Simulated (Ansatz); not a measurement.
# Ga4O: the cost of one run

Computed with Ansatz 0.2.0 (DFT PBE, scalar-relativistic, plane waves, PAW, unless a step's input says otherwise).

1 further run of the same task is left out (it didn't finish).

## (1) The system as given

The structure is cubic, space group Pm-3m (No. 221). The conventional cell has a = 4.398 Å, b = 4.398 Å, c = 4.398 Å, α = 90.00°, β = 90.00°, γ = 90.00°. Ga (site symmetry m-3m) has 12 Ga at 3.11 Å in its first shell of neighbours. Ga (site symmetry 4/mmm) has 2 O at 2.20 Å in its first shell of neighbours. O (site symmetry m-3m) has 6 Ga at 2.20 Å in its first shell of neighbours.

As a file:

```
Ga O
1.0
     4.39794    0.00000    0.00000
     0.00000    4.39794    0.00000
     0.00000    0.00000    4.39794
Ga O
4 1
Direct
  0.00000 0.00000 0.00000
  0.50000 0.50000 0.00000
  0.50000 0.00000 0.50000
  0.00000 0.50000 0.50000
  0.50000 0.50000 0.50000
```

A structure generator made this guess: species swapped into a database cell of Mn4N (Pm-3m, No. 221). The dimensions are guesses.

## (2) The guess as it stands, on a coarse mesh

The input, input.yaml:

```yaml
crystal:
  lattice:
    - [4.39793855, 0.0, 0.0]
    - [0.0, 4.39793855, 0.0]
    - [0.0, 0.0, 4.39793855]
  atoms:
    - { symbol: Ga, position: [0.0, 0.0, 0.0] }
    - { symbol: Ga, position: [0.5, 0.5, 0.0] }
    - { symbol: Ga, position: [0.5, 0.0, 0.5] }
    - { symbol: Ga, position: [0.0, 0.5, 0.5] }
    - { symbol: O, position: [0.5, 0.5, 0.5] }
basis:
  ecutwfc: 420
kpoints:
  mp_grid: { grid: [4, 4, 4] }
hamiltonian:
  xc: pbe
scf:
  occupations: { method: gaussian, width: 0.1 }
  lower_state_search: "off"
output:
  forces: true
  stress: true
  eigenvalues: true
```

Run with:

```console
$ ansatz run input.yaml --threads 1 --pin off --max-ram 2560MiB --backend cpu --events-out ev --progress --plain --runs-dir out
```

What time and memory should one allow on 1 thread of Intel Xeon at 2.50GHz (Skylake/Cascade Lake), shared host?

About 4.3 s, with a peak of 0.35 GiB.
